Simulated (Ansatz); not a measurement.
**A workflow on CH5BClNO (SMILES NB(Cl)CO)**

Wanted: a series of 14 runs (HF/STO-3G, UHF/STO-3G, HF/3-21G, UHF/3-21G, HF/6-31G*, B3LYP/6-31G*, MP2/6-31G*) of CH5BClNO. 

Program for the calculation: Ansatz 0.2.0.

### Step 1. The structure to begin with

CH5BClNO has 10 atoms, charge 0, and is taken as a singlet. SMILES: `NB(Cl)CO`. The coordinates come from a PBE0-D4/def2-TZVP relaxation. This is a higher conformer, about 10 kJ/mol above the lowest found by a separate search. The run starts from this shape.

Bond lengths: N1–B2 1.386 Å, B2–Cl3 1.784 Å, B2–C4 1.577 Å, C4–O5 1.413 Å, N1–H6 1.005 Å, N1–H7 1.006 Å, C4–H8 1.096 Å, C4–H9 1.105 Å, O5–H10 0.962 Å. Some angles: N1–B2–Cl3 118.3°, N1–B2–C4 123.5°, Cl3–B2–C4 118.2°, B2–C4–O5 116.0°, B2–N1–H6 123.2°, B2–N1–H7 122.4°, B2–C4–H8 109.8°, B2–C4–H9 107.4°, O5–C4–H8 107.3°, O5–C4–H9 110.4°.

### Step 2. A structure relaxation at HF/STO-3G (start density atoms) (run 1)

molecule.yaml reads:

```yaml
crystal:
  periodic: [false, false, false]
  atoms:
    - {symbol: "N", position_ang: [-1.481300, 0.770100, 0.263800]}
    - {symbol: B, position_ang: [-0.131200, 0.458300, 0.272600]}
    - {symbol: Cl, position_ang: [0.978400, 1.531400, 1.166200]}
    - {symbol: C, position_ang: [0.484800, -0.764800, -0.509200]}
    - {symbol: O, position_ang: [1.724500, -1.243900, -0.030200]}
    - {symbol: H, position_ang: [-1.860400, 1.585400, 0.713900]}
    - {symbol: H, position_ang: [-2.164100, 0.196600, -0.201200]}
    - {symbol: H, position_ang: [-0.217400, -1.606600, -0.495200]}
    - {symbol: H, position_ang: [0.570000, -0.469000, -1.570200]}
    - {symbol: H, position_ang: [2.179800, -0.508700, 0.392200]}
basis:
  gaussian: {orbitals: STO-3G}
total_charge: 0
magnetization: {spin_polarized: false, initial_magnetization: 0}
hamiltonian: {xc: hf}
relax: {f_tol: 0.002}
output: {orbitals: {seedname: orbitals}}
```

Launch:

```bash
ansatz run molecule.yaml --threads 1 --pin off --max-ram 3480MiB --events-out events.jsonl --progress --plain --runs-dir runs
```

Standard output, cut to the lines that bear on the results:

```text
Warning: RAYON_NUM_THREADS=1 ignored (pool sized by the plan → 1); use --threads N
[...]
Functional definition: HF
  name "HF"
[...]
494 factors; integrals over basis functions are off by at most 1.3e-5 eV
[...]
mean field -17604.07222218 eV, -646.9377216966 hartree, gradient 5.0e-5 eV, S^2 0.000000; 0 other end points of the search recorded, 0 dependent functions left out
[...]
reference -17604.07222218 eV, -646.9377216966 hartree; 24, 24 occupied and 10, 10 virtual orbitals, 494 factors
relax step   1: F+E_penalty+E_count = -17604.07222218 eV  Δ(F+E_penalty+E_count) = +0.000e0 eV  max|allowed force component| = 2.279e0 eV/Å  Δτ_max = 0.0000 Å  (28 SCF iters, accepted)
[...]
relax step   5: F+E_penalty+E_count = -17604.16316413 eV  Δ(F+E_penalty+E_count) = -2.178e-3 eV  max|allowed force component| = 9.325e-2 eV/Å  Δτ_max = 0.0164 Å  (23 SCF iters, accepted)
[...]
relax step   9: F+E_penalty+E_count = -17604.16802596 eV  Δ(F+E_penalty+E_count) = -7.728e-4 eV  max|allowed force component| = 3.597e-2 eV/Å  Δτ_max = 0.0553 Å  (23 SCF iters, accepted)
[...]
relax step  13: F+E_penalty+E_count = -17604.16830826 eV  Δ(F+E_penalty+E_count) = +1.729e-5 eV  max|allowed force component| = 2.346e-2 eV/Å  Δτ_max = 0.0048 Å  (25 SCF iters, rejected (line search))
[...]
relax step  15: F+E_penalty+E_count = -17604.16835286 eV  Δ(F+E_penalty+E_count) = -1.153e-5 eV  max|allowed force component| = 3.034e-3 eV/Å  Δτ_max = 0.0014 Å  (25 SCF iters, accepted)
[...]
relax step  16: F+E_penalty+E_count = -17604.16835361 eV  Δ(F+E_penalty+E_count) = -7.448e-7 eV  max|allowed force component| = 1.486e-3 eV/Å  Δτ_max = 0.0003 Å  (25 SCF iters, accepted)
494 factors; integrals over basis functions are off by at most 1.3e-5 eV
[...]
mean field -17604.16835361 eV, -646.9412544611 hartree, gradient 2.2e-5 eV, S^2 0.000000; 1 other end points of the search recorded, 0 dependent functions left out
[...]
reference -17604.16835361 eV, -646.9412544611 hartree; 24, 24 occupied and 10, 10 virtual orbitals, 494 factors
Total energy: -17604.16835361 eV, -646.9412544611 hartree
Atom 0 at    -1.492496     0.753348     0.297303 Å, force    -0.000573    -0.000877    -0.001392 eV/Å
Atom 1 at    -0.147102     0.491090     0.252915 Å, force     0.000248     0.000072     0.001486 eV/Å
Atom 2 at     0.971470     1.643523     1.080345 Å, force    -0.000113    -0.000066    -0.000366 eV/Å
Atom 3 at     0.489042    -0.752277    -0.520398 Å, force     0.000688     0.000236    -0.000138 eV/Å
Atom 4 at     1.640151    -1.344711     0.111971 Å, force    -0.000214     0.000476    -0.000192 eV/Å
Atom 5 at    -1.896685     1.560972     0.768236 Å, force     0.000380     0.000447     0.000394 eV/Å
Atom 6 at    -2.187869     0.149618    -0.137613 Å, force    -0.000232     0.000255     0.000299 eV/Å
Atom 7 at    -0.253535    -1.547519    -0.619415 Å, force     0.000068    -0.000025     0.000009 eV/Å
Atom 8 at     0.732612    -0.432990    -1.543031 Å, force     0.000004    -0.000194    -0.000067 eV/Å
Atom 9 at     2.227511    -0.572253     0.312387 Å, force    -0.000256    -0.000323    -0.000033 eV/Å
Dipole moment:    -0.696128     0.079038    -0.256794 e Å
```

Run time: 24 s. Hardware: 1 thread of Arm Neoverse V2, shared host; peak memory 0.15 GiB.

Step by step:

| step | energy from the first frame kept (eV) | largest force (eV/Å) |
| --- | --- | --- |
| 1 | 0.0000 | 2.3410 |
| 2 | -0.0777 | 0.4957 |
| 3 | -0.0837 | 0.3046 |
| 4 | -0.0888 | 0.2231 |
| 5 | -0.0909 | 0.1074 |
| 6 | -0.0934 | 0.1006 |
| 7 | -0.0943 | 0.1171 |
| 8 | -0.0950 | 0.0841 |
| 9 | -0.0958 | 0.0456 |
| 10 | -0.0960 | 0.0291 |
| 11 | -0.0957 | 0.0429 |
| 12 | -0.0961 | 0.0263 |
| 13 | -0.0961 | 0.0324 |
| 14 | -0.0961 | 0.0105 |
| 15 | -0.0961 | 0.0035 |
| 16 | -0.0961 | 0.0017 |

After the run. Bond lengths: N1–B2 1.371 Å, B2–Cl3 1.807 Å, B2–C4 1.596 Å, C4–O5 1.441 Å, N1–H6 1.019 Å, N1–H7 1.018 Å, C4–H8 1.093 Å, C4–H9 1.099 Å, O5–H10 0.991 Å. Some angles: N1–B2–Cl3 118.1°, N1–B2–C4 123.7°, Cl3–B2–C4 118.2°, B2–C4–O5 115.2°, B2–N1–H6 123.8°, B2–N1–H7 122.9°, B2–C4–H8 109.9°, B2–C4–H9 108.2°, O5–C4–H8 106.5°, O5–C4–H9 110.5°.

### Step 3. Vibrational wavenumbers at HF/STO-3G (start density atoms) (run 2)

run.yaml reads:

```yaml
crystal:
  periodic: [false, false, false]
  atoms:
    - {symbol: "N", position_ang: [-1.492496, 0.753348, 0.297303]}
    - {symbol: B, position_ang: [-0.147102, 0.491090, 0.252915]}
    - {symbol: Cl, position_ang: [0.971470, 1.643523, 1.080345]}
    - {symbol: C, position_ang: [0.489042, -0.752277, -0.520398]}
    - {symbol: O, position_ang: [1.640151, -1.344711, 0.111971]}
    - {symbol: H, position_ang: [-1.896685, 1.560972, 0.768236]}
    - {symbol: H, position_ang: [-2.187869, 0.149618, -0.137613]}
    - {symbol: H, position_ang: [-0.253535, -1.547519, -0.619415]}
    - {symbol: H, position_ang: [0.732612, -0.432990, -1.543031]}
    - {symbol: H, position_ang: [2.227511, -0.572253, 0.312387]}
basis:
  gaussian:
    orbitals: STO-3G
phonons:
  temperatures: {t_min: 298.15, t_max: 298.15, t_step: 1}
hamiltonian:
  xc: hf
```

Launch:

```bash
ansatz run run.yaml --threads 1 --pin off --max-ram 3480MiB --events-out events.jsonl --progress --plain --runs-dir runs
```

Standard output, cut to the lines that bear on the results:

```text
Warning: RAYON_NUM_THREADS=1 ignored (pool sized by the plan → 1); use --threads N
Functional definition: HF
  name "HF"
[...]
494 factors; integrals over basis functions are off by at most 1.3e-5 eV
[...]
mean field -17604.16837873 eV, -646.9412553845 hartree, gradient 6.9e-5 eV, S^2 0.000000; 0 other end points of the search recorded, 0 dependent functions left out
[...]
reference -17604.16837873 eV, -646.9412553845 hartree; 24, 24 occupied and 10, 10 virtual orbitals, 494 factors
[...]
494 factors; integrals over basis functions are off by at most 1.3e-5 eV
[...]
mean field -17604.16805769 eV, -646.9412435865 hartree, gradient 1.1e-6 eV, S^2 0.000000; 0 other end points of the search recorded, 0 dependent functions left out
[...]
reference -17604.16805769 eV, -646.9412435865 hartree; 24, 24 occupied and 10, 10 virtual orbitals, 494 factors
[...]
494 factors; integrals over basis functions are off by at most 1.3e-5 eV
[...]
Atom 2 at     0.971470     1.643523     1.080345 Å, force    -0.000123    -0.000083    -0.000371 eV/Å
Atom 3 at     0.489042    -0.752277    -0.520398 Å, force     0.000715     0.000215    -0.000226 eV/Å
Atom 4 at     1.640151    -1.344711     0.111971 Å, force    -0.000326     0.000543    -0.000092 eV/Å
Atom 5 at    -1.896685     1.560972     0.768236 Å, force     0.000386     0.000445     0.000391 eV/Å
Atom 6 at    -2.187869     0.149618    -0.137613 Å, force    -0.000223     0.000285     0.000324 eV/Å
Atom 7 at    -0.253535    -1.547519    -0.619415 Å, force     0.000065    -0.000032    -0.000002 eV/Å
Atom 8 at     0.732612    -0.432990    -1.543031 Å, force     0.000003    -0.000191    -0.000080 eV/Å
Atom 9 at     2.227511    -0.572253     0.312387 Å, force    -0.000222    -0.000305    -0.000075 eV/Å
Dipole moment:    -0.696130     0.079039    -0.256796 e Å
Vibrations: 65.37 193.74 334.23 352.60 415.37 586.17 667.79 686.26 705.39 993.35 1032.11 1284.68 1357.02 1416.88 1550.66 1662.48 1754.47 1807.50 1927.75 3527.56 3655.43 4040.43 4227.45 4233.33 cm⁻¹, zero-point energy 2.385334 eV
```

Wall time 29 s (1 thread of Arm Neoverse V2, shared host); peak memory 0.083 GiB.

Runs 3 to 13 aren't shown in full; the table further down has their settings and results.

### Step 4. The harmonic vibrations at MP2/6-31G(d) (Cartesian functions, start density atoms) (run 14)

input.yaml reads:

```yaml
crystal:
  periodic: [false, false, false]
  atoms:
    - {symbol: N, position_ang: [-1.500793, 0.740689, 0.322052]}
    - {symbol: B, position_ang: [-0.132018, 0.507399, 0.228514]}
    - {symbol: Cl, position_ang: [0.984410, 1.682189, 0.972780]}
    - {symbol: C, position_ang: [0.491273, -0.724560, -0.550640]}
    - {symbol: O, position_ang: [1.585107, -1.347052, 0.142590]}
    - {symbol: H, position_ang: [-1.896610, 1.546724, 0.788447]}
    - {symbol: H, position_ang: [-2.183870, 0.098838, -0.057461]}
    - {symbol: H, position_ang: [-0.252375, -1.515773, -0.689748]}
    - {symbol: H, position_ang: [0.798149, -0.406773, -1.561611]}
    - {symbol: H, position_ang: [2.189827, -0.632881, 0.407777]}
basis:
  gaussian: {orbitals: "6-31G*"}
correlation: {method: mp2}
phonons: {temperatures: {t_min: 298.15, t_max: 298.15, t_step: 1}}
```

Launch:

```bash
ansatz run input.yaml --threads 1 --pin off --max-ram 3480MiB --events-out events.jsonl --progress --plain --runs-dir runs
```

Standard output, cut to the lines that bear on the results:

```text
Warning: RAYON_NUM_THREADS=1 ignored (pool sized by the plan → 1); use --threads N
Functional definition: HF
  name "HF"
[...]
990 factors; integrals over basis functions are off by at most 3.3e-4 eV
[...]
mean field -17805.34799380 eV, -654.3344698739 hartree, gradient 2.6e-6 eV, S^2 0.000000; 0 other end points of the search recorded, 0 dependent functions left out
9 core orbitals not correlated: weight in the atoms' cores, before any rotation towards them, 1.000 or more for the frozen orbitals, at most 0.000 for the correlated occupied ones
reference -17805.34799380 eV, -654.3344698739 hartree; 15, 15 occupied and 65, 65 virtual orbitals, 990 factors
second order -18.47150471 eV of doubles, -0.00000000 eV of singles
[...]
990 factors; integrals over basis functions are off by at most 3.3e-4 eV
[...]
Atom 3 at     0.491273    -0.724560    -0.550640 Å, force    -0.000143    -0.000016    -0.000121 eV/Å
Atom 4 at     1.585107    -1.347052     0.142590 Å, force     0.000059    -0.000167     0.000038 eV/Å
Atom 5 at    -1.896610     1.546724     0.788447 Å, force    -0.000405    -0.000185    -0.000126 eV/Å
Atom 6 at    -2.183870     0.098838    -0.057461 Å, force     0.000071     0.000093     0.000071 eV/Å
Atom 7 at    -0.252375    -1.515773    -0.689748 Å, force    -0.000021     0.000101     0.000053 eV/Å
Atom 8 at     0.798149    -0.406773    -1.561611 Å, force    -0.000028     0.000057     0.000075 eV/Å
Atom 9 at     2.189827    -0.632881     0.407777 Å, force    -0.000014     0.000094     0.000024 eV/Å
Dipole moment:    -0.644921     0.211689    -0.165886 e Å
Vibrations: 59.95 190.17 311.45 330.56 371.42 531.65 560.81 605.16 628.76 857.08 899.89 1069.08 1181.41 1225.79 1345.36 1406.31 1482.45 1544.90 1685.14 3036.18 3147.60 3622.17 3732.33 3763.96 cm⁻¹, zero-point energy 2.082289 eV
Checks for a lower state left out: cluster_reference
```

Run time: 3.4 min. Hardware: 1 thread of Arm Neoverse V2, shared host; peak memory 0.23 GiB.

### Step 5. Overview of the runs

| run | level | task | walk f tol | partner | energy (Eh) | dipole moment (D) | wall time |
| --- | --- | --- | --- | --- | --- | --- | --- |
| 1 | HF/STO-3G (start density atoms) | optimise | 0.002 | base | -646.941254 | 3.58 | 24 s |
| 2 | HF/STO-3G (start density atoms) | frequencies | – | base | -646.941255 | 3.58 | 29 s |
| 3 | UHF/STO-3G (start density atoms) | energy | – | cation | -646.695711 | – | 0.4 s |
| 4 | UHF/STO-3G (start density atoms) | optimise | – | cation | -646.716696 | – | 17 s |
| 5 | HF/3-21G (start density atoms) | optimise | 0.002 | base | -651.081747 | 4.08 | 23 s |
| 6 | HF/3-21G (start density atoms) | frequencies | – | base | -651.081748 | 4.08 | 35 s |
| 7 | UHF/3-21G (start density atoms) | energy | – | cation | -650.750994 | – | 1.1 s |
| 8 | UHF/3-21G (start density atoms) | optimise | – | cation | -650.764579 | – | 40 s |
| 9 | HF/6-31G* (Cartesian functions, start density atoms) | optimise | 0.002 | base | -654.336648 | 3.33 | 37 s |
| 10 | HF/6-31G* (Cartesian functions, start density atoms) | frequencies | – | base | -654.336649 | 3.33 | 89 s |
| 11 | B3LYP/6-31G* (Cartesian functions, start density atoms) | optimise | 0.002 | base | -656.215983 | 3.37 | 64 s |
| 12 | B3LYP/6-31G* (Cartesian functions, start density atoms) | frequencies | – | base | -656.215983 | 3.37 | 2.7 min |
| 13 | MP2/6-31G* (Cartesian functions, start density atoms) | optimise | 0.002 | base | -655.013285 | 3.36 | 65 s |
| 14 | MP2/6-31G* (Cartesian functions, start density atoms) | frequencies | – | base | -655.013285 | 3.36 | 3.4 min |

### Step 6. Summary of results

```
                                                                          quantity          value
                                                  run 14, MP2/6-31G*: total energy  -655.01329 Eh
                            run 14, MP2/6-31G*: dipole moment (correlated density)         3.36 D
                   run 14, MP2/6-31G*: correlation energy (9 core orbitals frozen)     -678.8 mEh
                                      run 14, MP2/6-31G*: largest force on an atom     0.001 eV/Å
                                    run 14, MP2/6-31G*: lowest harmonic wavenumber        60 cm⁻¹
                                   run 14, MP2/6-31G*: highest harmonic wavenumber      3764 cm⁻¹
                                             run 14, MP2/6-31G*: zero-point energy   200.9 kJ/mol
                     vertical ionisation energy (to the doublet cation), HF/STO-3G       6.682 eV
                      vertical ionisation energy (to the doublet cation), HF/3-21G       9.000 eV
adiabatic ionisation energy (to the doublet cation, no zero-point term), HF/STO-3G       6.111 eV
 adiabatic ionisation energy (to the doublet cation, no zero-point term), HF/3-21G       8.631 eV
```

What this shows: At HF/STO-3G: removing an electron at fixed nuclei costs 6.68 eV (154 kcal/mol). In a minimal basis such a difference can be off by several eV, whatever the method. At HF/3-21G: the vertical ionisation energy comes to 9.00 eV (868 kJ/mol). At HF/STO-3G: the adiabatic ionisation energy (to the doublet cation, no zero-point term) is 6.11 eV (141 kcal/mol). At HF/3-21G: the adiabatic ionisation energy (to the doublet cation, no zero-point term) is 8.63 eV (199 kcal/mol). In runs 1, 2, 3, 4 the basis is minimal, so the values are rough. All runs together took 13 min, the longest 3.4 min.
